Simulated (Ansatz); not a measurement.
**BrClHOSi radical: how energies converge with the basis set**

An exercise on one series of results from a longer session: the logs are not shown, and one member is left open.

Computed with Ansatz 0.2.0, Gaussian basis. Level: one geometry, several basis sets.

Levels to be run: PBE0-D4/def2-SVP; ωB97M-V/def2-SVP; PBE0-D4/def2-QZVPP; ωB97M-V/def2-QZVPP; the functionals' def2-TZVPP values are taken from earlier runs.

## Structure used throughout

The geometry comes from an earlier relaxation with PBE0-D4 in a triple-zeta def2 set; it is a stationary point.

SMILES `O[Si](Cl)Br`, 5 atoms, charge 0, spin multiplicity 2.

Atoms are counted from 1 here; the program's logs count them from 0.

Bond lengths: O1–Si2 1.633 Å, O1–H5 0.961 Å, Si2–Cl3 2.062 Å, Si2–Br4 2.215 Å. Angles: Si2–O1–H5 117.4°, O1–Si2–Cl3 109.4°, O1–Si2–Br4 107.1°, Cl3–Si2–Br4 110.9°.

The first run:

in.yaml reads:

```yaml
crystal:
  periodic: [false, false, false]
  atoms:
    - {symbol: O, position_ang: [0.582423, 0.855249, -0.667747]}
    - {symbol: Si, position_ang: [-0.211805, 0.137666, 0.565979]}
    - {symbol: Cl, position_ang: [-1.682516, -1.093308, -0.190381]}
    - {symbol: Br, position_ang: [1.283486, -1.027430, 1.711810]}
    - {symbol: H, position_ang: [0.078313, 1.054223, -1.461060]}
basis:
  gaussian: {orbitals: def2-SVP}
magnetization: {spin_polarized: true, initial_magnetization: 1}
hamiltonian: {xc: pbe0, dispersion: d4}
output: {orbitals: {seedname: orbitals}}
```

Command:

```
ansatz run in.yaml --threads 4 --pin off --events-out ev --progress --plain --max-ram 10444MiB
```

Steps of the session up to this table: PBE0-D4 in def2-SVP; ωB97M-V in def2-SVP; PBE0-D4 in def2-QZVPP; ωB97M-V in def2-QZVPP.

One of the session's tables, all rows but one given; the rest of the session is left out.

It belongs to the step «Functionals by basis». 

```
functional       basis  HOMO (eV)  LUMO (eV)
   PBE0-D4    def2-SVP      -6.52      -2.93
   PBE0-D4  def2-TZVPP          ?          ?
   PBE0-D4  def2-QZVPP      -6.69      -3.06
   ωB97M-V    def2-SVP      -8.24      -1.27
   ωB97M-V  def2-TZVPP      -8.39      -1.41
   ωB97M-V  def2-QZVPP      -8.44      -1.50
```

**Question.** Estimate the row for PBE0-D4, def2-TZVPP.

The run gave: HOMO (eV): -6.65; LUMO (eV): -3.00. In the column «HOMO (eV)» it lies between PBE0-D4, def2-QZVPP (-6.69) and PBE0-D4, def2-SVP (-6.52).
